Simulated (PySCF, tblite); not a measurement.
# C2H10NPSi2: geometry, infrared bands and NMR shifts

What infrared bands and NMR shifts should C2H10NPSi2 (`P[Si@H]1CNC[SiH2]1`) show?

The runs use tblite 0.8.0 and PySCF 2.14.0, with density-fitted response routines of our own; the level of theory stands in each step. All values are computed, except where a source is named. Atoms are numbered from 0 throughout.

## Step 1: The molecule as given

16 atoms, charge 0, multiplicity 1; geometry from: force field or distance geometry start.

Bonds of the start (Å): P0–Si1 2.23, Si1–C2 1.88, C2–N3 1.47, N3–C4 1.47, C4–Si5 1.89, Si5–Si1 2.31, P0–H6 1.42, P0–H7 1.42, Si1–H8 1.48, C2–H9 1.09, C2–H10 1.11, N3–H11 1.03, C4–H12 1.10, C4–H13 1.10, Si5–H14 1.50, Si5–H15 1.48.

## Step 2: Optimising the geometry with GFN2-xTB

What the job is given:

```
{"job": {"kind": "relax", "xc": "GFN2-xTB", "basis": "xTB"}, "charge": 0, "multiplicity": 1}
P      2.802400    -0.832700     0.181500
Si     1.012900    -0.050300    -0.899600
C     -0.429600    -1.244300    -0.738700
N     -1.187300    -0.913600     0.481700
C     -1.609500     0.490800     0.533600
Si    -0.099500     1.591900     0.283300
H      2.199300    -0.929500     1.458600
H      3.426900     0.416900     0.440800
H      1.339900     0.298300    -2.299500
H     -0.094000    -2.278400    -0.694500
H     -1.100700    -1.150200    -1.615000
H     -2.011700    -1.528200     0.559100
H     -2.084800     0.710700     1.499900
H     -2.343700     0.682100    -0.262800
H      0.582300     1.940000     1.570800
H     -0.410500     2.805600    -0.510500
```

Run with:

```console
$ OMP_NUM_THREADS=1 python probes_run.py task.json out
```

This one command runs all jobs of the session in turn.

**Question.** This job is followed by: GFN2-xTB harmonic vibrations, gas phase; GIAO PBE0/pcSseg-1 NMR shielding, non-relativistic, gas phase. What will the session give for the following? strongest single infrared mode (GFN2-xTB); zero-point energy (GFN2-xTB); ¹³C shifts against TMS (PBE0/pcSseg-1); ¹H shifts against TMS (PBE0/pcSseg-1, means over atoms taken as alike); ³¹P shifts against H3PO4 (PBE0/pcSseg-1); ²⁹Si shifts against TMS (PBE0/pcSseg-1); ¹⁵N shifts against NH3 (PBE0/pcSseg-1).

As calculated:

```
                                                              quantity                                                     value
                             strongest single infrared mode (GFN2-xTB)                                     2200 cm⁻¹, 448 km/mol
                                          zero-point energy (GFN2-xTB)                                             70.8 kcal/mol
                                ¹³C shifts against TMS (PBE0/pcSseg-1)                                            42.0, 39.6 ppm
¹H shifts against TMS (PBE0/pcSseg-1, means over atoms taken as alike)  4.32, 3.87, 3.73, 3.35, 2.97, 2.33, 2.09, 1.12, 0.93 ppm
                              ³¹P shifts against H3PO4 (PBE0/pcSseg-1)                                                -301.3 ppm
                               ²⁹Si shifts against TMS (PBE0/pcSseg-1)                                          -48.1, -70.7 ppm
                                ¹⁵N shifts against NH3 (PBE0/pcSseg-1)                                                  45.5 ppm
```

**Reading.** The optimisation took 91 steps and gained 0.230 eV; among the close pairs (by a distance rule), Si1–C2 changed most, from 1.879 to 1.927 Å. No mode is imaginary among the 42: a minimum at this level. The strongest single mode, at 2200 cm⁻¹, moves mainly H15. GFN2-xTB is a fitted tight-binding method: band positions and strengths are rough. Its intensities can rank the bands wrongly. At PBE0/pcSseg-1: Shielding is most anisotropic at P0 (span 152 ppm, paramagnetic term -347 ppm).
